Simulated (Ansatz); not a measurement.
# CHAlLiSi: the cost of one run

Computed with Ansatz 0.2.0, Gaussian basis. Level: PBE0-D4/def2-SVP, unrestricted.

1 further run of the same task is left out (it didn't finish).

**1. The starting structure**

SMILES `[Li][Al][C]#[SiH]`, 5 atoms, charge 0, spin multiplicity 2.

Atoms are counted from 1 here; the program's logs count them from 0.

Bond lengths: Al2–C3 1.936 Å, C3–Si4 1.722 Å, Si4–H5 1.463 Å. Angles: Al2–C3–Si4 139.2°, C3–Si4–H5 172.5°.

Coordinates:

```xyz
5
CHAlLiSi
Li   -2.5869   -2.9731    0.7761
Al   -1.2095   -0.8138    0.3873
C    -0.2269    0.8324    0.1157
Si    1.3302    1.3497   -0.4064
H     2.6930    1.6048   -0.8728
```

**2. The run**

Contents of md/in.yaml:

```yaml
crystal:
  periodic: [false, false, false]
  atoms:
    - {symbol: Li, position_ang: [-2.586870, -2.973060, 0.776110]}
    - {symbol: Al, position_ang: [-1.209470, -0.813820, 0.387330]}
    - {symbol: C, position_ang: [-0.226930, 0.832380, 0.115660]}
    - {symbol: Si, position_ang: [1.330220, 1.349720, -0.406360]}
    - {symbol: H, position_ang: [2.693040, 1.604780, -0.872750]}
basis:
  gaussian: {orbitals: def2-SVP}
magnetization: {spin_polarized: true, initial_magnetization: 1}
hamiltonian: {xc: pbe0, dispersion: d4}
md: {n_steps: 60, timestep: 0.5, temperature: 700, ensemble: nvt_langevin, seed: 625, friction: 0.05, initial_velocities: maxwell_boltzmann}
```

The run is started by

```bash
> ansatz run in.yaml --threads 2 --pin off --events-out ev --progress --plain --max-ram 3481MiB
```

**Question.** How long does this run take on 2 threads of Intel Xeon Platinum 8488C, shared host, and how much memory does it need?

About 2.7 min, with a peak of 0.2 GiB.
